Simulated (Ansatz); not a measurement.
This script drives Ansatz 0.2.0, Python API.

`vcrelax_inas.py`:
```python
"""Relax cell and ions of InAs."""

import json

import ansatz as az
from ase import Atoms
from ase.io import write
from ase.neighborlist import neighbor_list
import numpy as np
import pandas as pd

def edges_and_angles(cell):
    cell = np.asarray(cell)
    a, b, c = np.linalg.norm(cell, axis=1)
    cosines = cell[1] @ cell[2] / (b * c), cell[0] @ cell[2] / (a * c), cell[0] @ cell[1] / (a * b)
    return (a, b, c, *np.degrees(np.arccos(cosines)))


def main() -> None:
    inas = (
        az.Lattice.from_parameters(4.268097, 4.268097, 4.268097, alpha=60.0, beta=60.0, gamma=60.0)
        .atom("In", [0.0, 0.0, 0.0])
        .atom("As", [0.25, 0.25, 0.25])
    )

    # every cell quantity that the symmetry leaves free
    calculation = (
        inas.calculation()
        .functional("lda")
        .pseudopotentials("paw")
        .basis(260, density_ratio=8)
        .kpoints(5, 5, 5)
        .occupations("fermi_dirac")
        .scf(extra_bands=2, self_checks="high")
        .relax(density_extrapolation="second_order", cell=True)
        .bader_charges()
    )
    res = calculation.run(threads=1, events_out="stream.ndjson")
    with open("stream.ndjson") as stream:
        events = [json.loads(line) for line in stream]
    steps = [e["data"] for e in events if e["event"] == "relax_step"]
    summary = res.report
    print("step   energy (eV)     max comp. (eV/A)   P (GPa)  SCF")
    for s in steps:
        print(f"{s['step']:4d} {s['lagrangian_ev']:15.5f} {s['allowed_force_max_ev_ang']:12.4f} {s['pressure_gpa']:10.3f} {s['n_scf']:5d}")

    first, last = steps[0], steps[-1]
    symbols = [site.symbol for site in res.lattice.sites]
    print(f"energy gained {first['lagrangian_ev'] - last['lagrangian_ev']:.4f} eV in {len(steps) - 1} steps")
    for label, vectors in (("before", first["cell_ang"]), ("after", res.lattice.cell_ang)):
        print(label, "a b c (A) {:.4f} {:.4f} {:.4f}  angles {:.2f} {:.2f} {:.2f}".format(*edges_and_angles(vectors)), f" V = {abs(np.linalg.det(vectors)):.3f} A^3")
    print("final stress xx yy zz (GPa, compression positive):", np.round(np.diag(summary["stress_gpa"]), 3) + 0.0)

    final = Atoms(symbols, positions=last["positions_ang"], cell=res.lattice.cell_ang, pbc=True)
    i, j, d = neighbor_list("ijd", final, 4.5)
    print("neighbours within 1.15 times the shortest distance of each atom (A)")
    for atom in range(len(final)):
        near = [m for m in np.argsort(d) if i[m] == atom]
        shell = [m for m in near if d[m] < 1.15 * d[near[0]]]
        print(f"{symbols[atom]}{atom} ({len(shell)}):", ", ".join(f"{symbols[j[m]]} {d[m]:.3f}" for m in shell))

    relaxed = Atoms(symbols, positions=[site.position_ang for site in res.lattice.sites], cell=res.lattice.cell_ang, pbc=True)
    write("relaxed.cif", relaxed, format="cif")

    n_atoms = len(summary["lattice"]["sites"])
    print("F =", round(summary["free_energy_ev"], 4), "eV for", n_atoms, "atoms")
    print("E(sigma -> 0) =", round(summary["energy_sigma0_ev"], 4), "eV, TS =", round(summary["entropy_ts_ev"], 5), "eV")
    print("closed by", summary["closed_by"], "after", summary["n_iterations"], "iterations")

    basins = res.bader_charges()
    frame = pd.DataFrame([(a.symbol, a.partial_charge_e, a.basin.volume_ang3) for a in basins.atoms], columns=["atom", "charge (e)", "volume (A^3)"])
    print(frame.round(3).to_string())
    print("sum of charges", round(frame["charge (e)"].sum(), 4), " sum of volumes", round(frame["volume (A^3)"].sum(), 3))


if __name__ == "__main__":
    main()
```

It is started by `python vcrelax_inas.py`. How long does it take on 1 thread of Arm Neoverse V2, with other jobs on the host, and how much memory does it need?

It took about 21 s, with a peak of 0.45 GiB, for 1 run of the engine.

`python vcrelax_inas.py` gives:
```text
DeckWarning: basis.ecutwfc = 260 eV is below the records' recommended 420 eV, and the density's cutoff is lower with it unless basis.ecutrho_ratio is high enough to keep the records' density cutoff: compare with a run at a higher cutoff
step   energy (eV)     max comp. (eV/A)   P (GPa)  SCF
   1    -10230.16826       0.0000     -0.193     6
   2    -10230.20378       0.0000      0.775     4
   3    -10230.17547       0.0000      0.002     6
   4    -10230.17547       0.0000     -0.153     3
   5    -10230.18112       0.0000     -0.062     3
   6    -10230.18495       0.0000      0.000     3
   7    -10230.18495       0.0000     -0.101     4
   8    -10230.19111       0.0000     -0.008     3
   9    -10230.17320       0.0000      0.022     6
energy gained 0.0049 eV in 8 steps
before a b c (A) 4.2681 4.2681 4.2681  angles 60.00 60.00 60.00  V = 54.978 A^3
after a b c (A) 4.2641 4.2641 4.2641  angles 60.00 60.00 60.00  V = 54.825 A^3
final stress xx yy zz (GPa, compression positive): [0.022 0.022 0.022]
neighbours within 1.15 times the shortest distance of each atom (A)
In0 (4): As 2.611, As 2.611, As 2.611, As 2.611
As1 (4): In 2.611, In 2.611, In 2.611, In 2.611
F = -10230.1732 eV for 2 atoms
E(sigma -> 0) = -10230.1712 eV, TS = 0.00409 eV
closed by deck_thresholds after 6 iterations
  atom  charge (e)  volume (A^3)
0   In       0.688        23.889
1   As      -0.688        30.936
sum of charges 0.0  sum of volumes 54.825
```
(Warnings from the package without file and line.)

It writes `relaxed.cif`:
```cif
data_image0
_chemical_formula_structural       InAs
_chemical_formula_sum              "In1 As1"
_cell_length_a       4.264141723478943
_cell_length_b       4.264141723478943
_cell_length_c       4.264141723478943
_cell_angle_alpha    59.99999999999999
_cell_angle_beta     59.99999999999999
_cell_angle_gamma    59.99999999999999

_space_group_name_H-M_alt    "P 1"
_space_group_IT_number       1

loop_
  _space_group_symop_operation_xyz
  'x, y, z'

loop_
  _atom_site_type_symbol
  _atom_site_label
  _atom_site_symmetry_multiplicity
  _atom_site_fract_x
  _atom_site_fract_y
  _atom_site_fract_z
  _atom_site_occupancy
  In  In1       1.0  0.0  1.1031350831332535e-33  4.421216897456184e-34  1.0000
  As  As1       1.0  0.25000000000000006  0.25000000000000006  0.25  1.0000
```

These settings explore the input space; cutoff and mesh may be short of convergence. The cutoff lies under the one recommended for these potentials. Forces vanish by symmetry, so the ions can't move, and the end may be a saddle. Under the recommended cutoff a pressure can be off by several GPa, even in sign. Energies along a relaxation are free energies. Rows at an unchanged volume are solved on a plane-wave basis chosen afresh for that cell, so the energy jumps there and such rows are no steps of the walk. Bader volumes count only the part of each basin above a small density, so their sum can fall short of the cell. Edges and angles are those of the cell as typed, here a primitive one, not of the conventional cell. The gap on the mesh is very small: a semilocal functional closes or nearly closes the gap of many narrow semiconductors. Of the deposited cell: the entry's cell lengths or inner coordinates differ somewhat from later room-temperature determinations. The structure is a deposited one; some such entries were measured under pressure or heat, so a shift against it needn't be the functional's error alone.

(Lines on the test bed's own set-up are left out of the output.)
